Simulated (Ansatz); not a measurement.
# CH3ClF2Si: molecular dynamics

Purpose: to follow the molecule's vibrations and see whether its bonds hold. The start is relaxed first. Runs: 300 steps of 0.5 fs at constant energy, with velocities drawn for 500 K. SMILES of the start: C[Si](F)(F)Cl.

All numbers below are computed with Ansatz 0.2.0 (RKS PBE-D4/6-31G*).

## (1) The system as given

Bond lengths: Si1–Cl2 2.130 Å, Si1–F3 1.590 Å, Si1–C4 1.869 Å, C4–H5 1.110 Å, C4–H6 1.110 Å, C4–H7 1.110 Å, Si1–F8 1.589 Å. Angles: Cl2–Si1–F3 109.5°, Cl2–Si1–C4 109.5°, Cl2–Si1–F8 109.5°, F3–Si1–C4 109.5°, F3–Si1–F8 109.5°, C4–Si1–F8 109.5°, Si1–C4–H5 109.5°, Si1–C4–H6 109.5°, Si1–C4–H7 109.5°, H5–C4–H6 109.4°, H5–C4–H7 109.4°, H6–C4–H7 109.4°.

Coordinates:

```xyz
8

Si    0.0000    0.0000    0.0000
Cl    0.0000    0.0000    2.1300
F     1.4994    0.0000   -0.5295
C    -0.8808    1.5259   -0.6227
H    -1.9334    1.2723   -0.8671
H    -0.8624    2.3106    0.1622
H    -0.3704    1.9025   -1.5336
F    -0.7489   -1.2974   -0.5295
```

## (2) Preparing the start

Contents of input.yaml:

```yaml
crystal:
  periodic: [false, false, false]
  atoms:
    - { symbol: Si, position_ang: [0.0, 0.0, 0.0] }
    - { symbol: Cl, position_ang: [0.0, 0.0, 2.13] }
    - { symbol: F, position_ang: [1.4994, 0.0, -0.5295] }
    - { symbol: C, position_ang: [-0.8808, 1.5259, -0.6227] }
    - { symbol: H, position_ang: [-1.9334, 1.2723, -0.8671] }
    - { symbol: H, position_ang: [-0.8624, 2.3106, 0.1622] }
    - { symbol: H, position_ang: [-0.3704, 1.9025, -1.5336] }
    - { symbol: F, position_ang: [-0.7489, -1.2974, -0.5295] }
basis:
  gaussian: { orbitals: "6-31G*" }
hamiltonian:
  xc: pbe
  dispersion: d4
relax:
  f_tol: 0.02
  max_steps: 40
output:
  orbitals: {}
```

Started as:

```console
$ ansatz run input.yaml --threads 1 --pin off --max-ram 2048MiB --backend cpu --events-out ev --progress --plain --runs-dir out
```

After this run come: Dynamics.

**Question.** What will these runs give? Wanted: relaxation of the start; temperature, first and last step; temperature, second half; potential energy, second half; largest change of the total energy; bonds formed or broken.

**Answer**, as computed:

| quantity | value |
| --- | --- |
| relaxation of the start | 8 moves, 0.123 eV lower |
| length | 300 steps of 0.5 fs |
| temperature, first and last step | 500 and 234 K |
| temperature, second half | mean 258 K, from 91 to 430 K |
| potential energy, second half | +24 meV/atom from the start |
| largest change of the total energy | 0.26 meV/atom |
| bonds formed or broken | 0 |

What this shows: The temperature starts at 500 K and averages 258 K in the second half, where it ranges from 91 to 430 K. About half is expected from a start at a minimum: kinetic energy passes into potential energy until both shares match. The total energy strays from its start by at most 0.26 meV/atom, 1.0 % of the mean kinetic energy, so a step of 0.5 fs is short enough over this time. The bonding pattern survives the run. 150 fs on 8 atoms is far too short and small for converged averages. The nuclei move classically, without zero-point motion, which matters most for hydrogen.
